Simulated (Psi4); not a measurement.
# GaH3Cl− (SMILES [H][Ga-]([H])([H])[Cl]): levels of theory compared

Wanted: a comparison of 3 runs (HF/cc-pVDZ, B3LYP/6-31G*, CCSD/6-31G) of GaH3Cl−. 

Program for the calculation: Psi4 1.11.

## Step 1: The molecule

GaH3Cl− has 5 atoms, charge -1, and is taken as a singlet. As SMILES, `[H][Ga-]([H])([H])[Cl]`. The shape comes from GFN2-xTB, which is rough for such elements, and wasn't checked as a minimum.

Bond lengths: Ga1–Cl2 2.091 Å, Ga1–H3 1.572 Å, Ga1–H4 1.573 Å, Ga1–H5 1.572 Å. Angles: Cl2–Ga1–H3 109.8°, Cl2–Ga1–H4 109.1°, Cl2–Ga1–H5 109.3°, H3–Ga1–H4 109.5°, H3–Ga1–H5 109.7°, H4–Ga1–H5 109.4°.

## Step 2: The energy at HF/cc-pVDZ (run 1)

File clgah3.in:

```
memory 1600 mb

molecule {
  -1 1
  Ga     0.002750    -0.000930    -0.104610
  Cl     0.007540    -0.017830     1.986020
  H      1.480820     0.011930    -0.640690
  H     -0.748550     1.287050    -0.607140
  H     -0.742550    -1.280220    -0.633580
  units angstrom
  symmetry c1
  no_reorient
  no_com
}

set basis cc-pVDZ
set puream true
set e_convergence 1e-09
set d_convergence 1e-08
set scf_type pk

energy("hf")
```

Started as:

```
$ psi4 -n 1 clgah3.in clgah3.out
```

clgah3.out:

```text
[...]
  Running in c1 symmetry.
[...]
  Nuclear repulsion =  174.280749122135518
[...]
  Multiplicity = 1
[...]
  Nalpha       = 26
  Nbeta        = 26
[...]
    Number of basis functions: 60
[...]
   @RHF iter   1: -2383.67666697637424   -3.62414e+00   1.84953e-02 DIIS/ADIIS
[...]
   @RHF iter  11: -2384.52501161933515    4.54747e-13   1.08594e-09 DIIS
[...]
  @RHF Final Energy: -2384.52501161933515
   => Energetics <=
    Nuclear Repulsion Energy =            174.2807491221355178
    One-Electron Energy =               -3681.0389765125373742
    Two-Electron Energy =                1122.2332157710668525
    Total Energy =                      -2384.5250116193346912
[...]
 Multipole Moments:
 ------------------------------------------------------------------------------------
     Multipole            Electronic (a.u.)      Nuclear  (a.u.)        Total (a.u.)
 ------------------------------------------------------------------------------------
 L = 1.  Multiply by 2.5417464519 to convert [e a0] to [Debye]
 Dipole X            :         -0.3796253            0.3838979            0.0042726
 Dipole Y            :          0.5937191           -0.5918244            0.0018947
 Dipole Z            :        -54.8359152           54.1180146           -0.7179006
 Magnitude           :                                                    0.7179158
[...]
```

Run time: 6.9 s. Hardware: 1 thread of Intel Xeon 6975P-C (Granite Rapids), shared host; peak memory 0.4 GiB.

## Step 3: Energy and gradient at B3LYP/6-31G(d) (Cartesian functions) (run 2)

File job.dat:

```
memory 1600 MB

molecule {
  -1 1
  Ga
  Cl 1 R2
  H 1 R3 2 A3
  H 1 R4 3 A4 2 D4
  H 1 R5 3 A5 4 D5

  R2 = 2.090704
  R3 = 1.572335
  A3 = 109.80655
  R4 = 1.573493
  A4 = 109.467
  D4 = 119.7369
  R5 = 1.572216
  A5 = 109.72881
  D5 = 120.07457
  symmetry c1
}

set basis 6-31G*
set puream false
set e_convergence 1e-09
set d_convergence 1e-08
set scf_type pk
set dft_radial_points 99
set dft_spherical_points 590

result, w = gradient('b3lyp', return_wfn=True)
oeprop(w, 'LOWDIN_CHARGES', 'DIPOLE', 'QUADRUPOLE', title='B3LYP')
```

Started as:

```
$ psi4 -n 1 job.dat job.out
```

job.out:

```text
[...]
  Running in c1 symmetry.
[...]
  Nuclear repulsion =  174.280740640001284
[...]
  Multiplicity = 1
[...]
  Nalpha       = 26
  Nbeta        = 26
[...]
    Number of basis functions: 60
[...]
   @RKS iter   1: -2384.27315741481016   -8.55854e-01   5.41855e-02 ADIIS/DIIS
[...]
   @RKS iter  11: -2386.70818334900196   -7.73070e-12   3.13896e-09 DIIS
[...]
  @RKS Final Energy: -2386.70818334900196
   => Energetics <=
    Nuclear Repulsion Energy =            174.2807406400012837
    One-Electron Energy =               -3679.7856539449480806
    Two-Electron Energy =                1203.0659612011377249
    DFT Exchange-Correlation Energy =     -84.2692312451925147
    Empirical Dispersion Energy =           0.0000000000000000
    VV10 Nonlocal Energy =                  0.0000000000000000
    Total Energy =                      -2386.7081833490019562
[...]
  -Total Gradient:
     Atom            X                  Y                   Z
    ------   -----------------  -----------------  -----------------
       1        0.000464555222     0.000558872092     0.056379362478
       2       -0.000111346790    -0.000297479471    -0.063089847013
       3       -0.000133533766    -0.012659949104     0.002122553241
       4        0.010831374935     0.006152831961     0.002284078713
       5       -0.011051859933     0.006245878515     0.002310818172
[...]
```

Run time: 7.5 s. Hardware: 1 thread of Intel Xeon 6975P-C (Granite Rapids), shared host; peak memory 0.64 GiB.

## Step 4: A single-point energy at CCSD/6-31G (run 3)

File clgah3.py:

```python
import psi4

psi4.set_memory(1600000000)
psi4.set_num_threads(1)
psi4.core.set_output_file('output.dat', False)

geom = psi4.geometry("""
-1 1
Ga     0.00519675    -0.00175745    -0.19768425
Cl     0.01424853    -0.03369382     3.75303388
H      2.79834424     0.02254443    -1.21072863
H     -1.41455449     2.43217201    -1.14732832
H     -1.40321613    -2.41926518    -1.19729268
units au
symmetry c1
no_reorient
no_com
""")

psi4.set_options({
    'puream': True,
    'e_convergence': 1e-09,
    'd_convergence': 1e-08,
    'scf_type': 'pk',
    'num_frozen_docc': 14,
})

e_tot = psi4.energy("ccsd/6-31G", molecule=geom)
print('E =', round(e_tot, 9))
```

Started as:

```
$ python clgah3.py
```

output.dat:

```text
[...]
  Running in c1 symmetry.
[...]
  Nuclear repulsion =  174.280749125555189
[...]
  Multiplicity = 1
[...]
  Nalpha       = 26
  Nbeta        = 26
[...]
    Number of basis functions: 46
[...]
   @RHF iter   1: -2382.65605955756382   -2.55049e+00   5.53450e-02 ADIIS/DIIS
[...]
   @RHF iter  10: -2384.18339862346602   -1.81899e-12   4.16919e-09 DIIS
[...]
  @RHF Final Energy: -2384.18339862346602
   => Energetics <=
    Nuclear Repulsion Energy =            174.2807491255551895
    One-Electron Energy =               -3681.1235980226510947
    Two-Electron Energy =                1122.6594502736297727
    Total Energy =                      -2384.1833986234660188
[...]
 Multipole Moments:
 ------------------------------------------------------------------------------------
     Multipole            Electronic (a.u.)      Nuclear  (a.u.)        Total (a.u.)
 ------------------------------------------------------------------------------------
 L = 1.  Multiply by 2.5417464519 to convert [e a0] to [Debye]
 Dipole X            :         -0.3790095            0.3838979            0.0048884
 Dipole Y            :          0.5954485           -0.5918246            0.0036239
 Dipole Z            :        -55.1360910           54.1180146           -1.0180764
 Magnitude           :                                                    1.0180946
[...]
      * MP2 total energy                      = -2384.437067645433672
[...]
      * CCSD total energy                     = -2384.442201993349954
```

The script printed:

```text
E = -2384.442201993
```

Wall time 2.7 s (1 thread of Intel Xeon 6975P-C (Granite Rapids), shared host); peak memory 0.2 GiB.

## Step 5: The series

```csv
run,level,task,Cartesian functions,energy (Eh),HOMO energy (eV),LUMO energy (eV),HOMO–LUMO gap (eV),wall time
1,HF/cc-pVDZ,energy,no,-2384.525012,-5.11,8.59,13.70,6.9 s
2,B3LYP/6-31G* (Cartesian functions),gradient,yes,-2386.708183,-1.83,5.23,7.06,7.5 s
3,CCSD/6-31G,energy,no,-2384.442202,-5.27,7.47,12.74,2.7 s
```

## Step 6: Summary of results

| quantity | value |
| --- | --- |
| run 3: total energy | -2384.44220 Eh |
| run 3: HOMO energy (Hartree–Fock orbitals) | -5.27 eV |
| run 3: LUMO energy (Hartree–Fock orbitals) | 7.47 eV |
| run 3: HOMO–LUMO gap (to an unbound level, set by the basis) | 12.74 eV |
| run 3: correlation energy (14 core orbitals frozen) | -258.8 mEh |
| run 3: T1 diagnostic | 0.009 |

All runs together took 17 s, the longest 7.5 s.
